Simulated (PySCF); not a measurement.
# CH8GaN (Ga(NH2Me)H3): the cost of one run

Computed with PySCF 2.14.0, with density-fitted response routines of our own, on a single molecule in the gas phase. Atoms are numbered from 0 throughout.

### 1 The starting structure

11 atoms, charge 0, multiplicity 1; geometry from: GFN1-xTB. The atoms were then displaced at random by about 0.03 Å, so the start is not that level's minimum.

Bonds of the start (Å): Ga0–N1 2.19, Ga0–H8 1.48, Ga0–H9 1.64, Ga0–H10 1.54, N1–C2 1.45, N1–H3 1.05, N1–H4 1.00, C2–H5 1.11, C2–H6 1.17, C2–H7 1.07.

### 2 Optimising the geometry at PBE0-D3(BJ)/def2-SVP

What the job is given:

```
{"job": {"xc": "PBE0", "basis": "def2-SVP", "d3": "d3bj", "grid": 1, "maxiter": 40, "shake": 0.03, "kind": "geom"}, "charge": 0, "multiplicity": 1}
Ga    -0.190010    -0.482770    -1.681880
N     -0.255160    -0.413870     0.508530
C      0.375580     0.711860     1.159630
H      0.291980    -1.248500     0.839940
H     -1.200850    -0.445340     0.826100
H      0.355940     0.625090     2.264720
H      1.513260     0.730430     0.889220
H      0.013290     1.671220     0.868730
H      1.274950    -0.404350    -1.886010
H     -1.023700     0.916120    -1.903850
H     -1.057210    -1.745390    -1.854230
```

Run with:

```bash
$ OMP_NUM_THREADS=1 python probes_run.py task.json out
```

The driver reads the jobs from task.json and runs them one after another.

**Question.** How long does this first job take on 1 thread of Arm Neoverse V2, shared host, and how much memory does it need?

About 16 s, with a peak of 0.4 GiB.
